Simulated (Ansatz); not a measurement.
Run this with Ansatz 0.2.0, Python API and show what comes out.

The script, `run_formation.py`:
```python
# -*- coding: utf-8 -*-
'''Heat of formation of Li3Rh at zero temperature, after relaxing cells and atoms.'''

from collections import Counter
import warnings

import ansatz as az
import numpy as np
from tabulate import tabulate

SETTINGS = {
    'xc': 'LDA',
    'cutoff_ev': 520,
    'k_spacing': 0.16,
    'filling': 'fermi_dirac',
    'sigma': 0.05,
}

PHASES = {
    'Li3Rh': (
        [[5.294451, 0.0, 0.0], [-2.647226, 4.585129, 0.0], [0.0, 0.0, 4.436934]],
        [
            ('Li', [0.350972, 0.175486, 0.75]),
            ('Li', [0.824514, 0.175486, 0.75]),
            ('Li', [0.824514, 0.649028, 0.75]),
            ('Li', [0.649028, 0.824514, 0.25]),
            ('Li', [0.175486, 0.824514, 0.25]),
            ('Li', [0.175486, 0.350972, 0.25]),
            ('Rh', [2 / 3, 1 / 3, 0.25]),
            ('Rh', [1 / 3, 2 / 3, 0.75]),
        ],
    ),
    'Li': (
        [[-1.75465, 1.75465, 1.75465], [1.75465, -1.75465, 1.75465], [1.75465, 1.75465, -1.75465]],
        [
            ('Li', [0.0, 0.0, 0.0]),
        ],
    ),
    'Rh': (
        [[0.0, 1.89785, 1.89785], [1.89785, 0.0, 1.89785], [1.89785, 1.89785, 0.0]],
        [
            ('Rh', [0.0, 0.0, 0.0]),
        ],
    ),
}


def build(vectors, sites):
    crystal = az.Crystal(lattice=az.Lattice.of(vectors))
    for symbol, position in sites:
        crystal = crystal.atom(symbol, position)
    return crystal


def solve(name, crystal):
    calc = (
        crystal.calculation()
        .functional(SETTINGS['xc'])
        .basis(SETTINGS['cutoff_ev'])
        .kpoints(spacing=SETTINGS['k_spacing'])
        .occupations(SETTINGS['filling'], width=SETTINGS['sigma'])
        .stress()
    )
    calc = calc.relax(force_tolerance=0.03, cell=True)
    return calc.run(threads=1)


def counts(outcome):
    return Counter(site.symbol for site in outcome.lattice.sites)

def formation_energy(outcome, mu):
    n = counts(outcome)
    return (outcome.report['energy_sigma0_ev'] - sum(k * mu[element] for element, k in n.items())) / sum(n.values())


def volume_per_atom(outcome):
    return abs(np.linalg.det(outcome.lattice.cell_ang)) / len(outcome.lattice.sites)


def main():
    warnings.simplefilter('ignore', az.DeckWarning)

    phases = {name: build(*cell) for name, cell in PHASES.items()}

    done = {}
    for name, crystal in phases.items():
        done[name] = solve(name, crystal)
        print(f'{name}: {done[name].report["energy_sigma0_ev"]:.4f} eV, {len(done[name].lattice.sites)} atoms')

    # chemical potentials of the elements at zero temperature
    references = {'Li': 'Li', 'Rh': 'Rh'}
    mu = {element: done[name].report['energy_sigma0_ev'] / len(done[name].lattice.sites) for element, name in references.items()}

    target = done['Li3Rh']
    heat = formation_energy(target, mu)
    rows = [(name, len(o.lattice.sites), volume_per_atom(o), formation_energy(o, mu)) for name, o in done.items()]
    print(tabulate(rows, headers=['phase', 'atoms', 'V (A^3/atom)', 'E_form (eV/atom)'], floatfmt='.4f', tablefmt='psql'))


if __name__ == '__main__':
    main()
```

```console
$ python run_formation.py
Li3Rh: -13767.2904 eV, 8 atoms
Li: -201.6401 eV, 1 atoms
Rh: -6278.6506 eV, 1 atoms
+---------+---------+----------------+--------------------+
| phase   |   atoms |   V (A^3/atom) |   E_form (eV/atom) |
|---------+---------+----------------+--------------------|
| Li3Rh   |       8 |        12.5519 |            -0.0186 |
| Li      |       1 |        19.0454 |             0.0000 |
| Rh      |       1 |        13.2253 |             0.0000 |
+---------+---------+----------------+--------------------+
```

Caveats:
- Total energies depend on the potentials; only differences at equal settings carry meaning.
- No spin polarisation was allowed.
- The cells come from databases of deposited and of computed structures, and not all need be stable phases.
- The compound is the structure given, not necessarily its lowest; energies are at zero temperature, with no correction for gases. A semilocal functional's error on such energies is often 0.05 to 0.1 eV an atom, and 0.1 to 0.3 eV against gases such as O2 or F2.
- It ran for 86 s on 1 thread of Arm Neoverse V2 (shared host), peak memory 0.59 GiB.
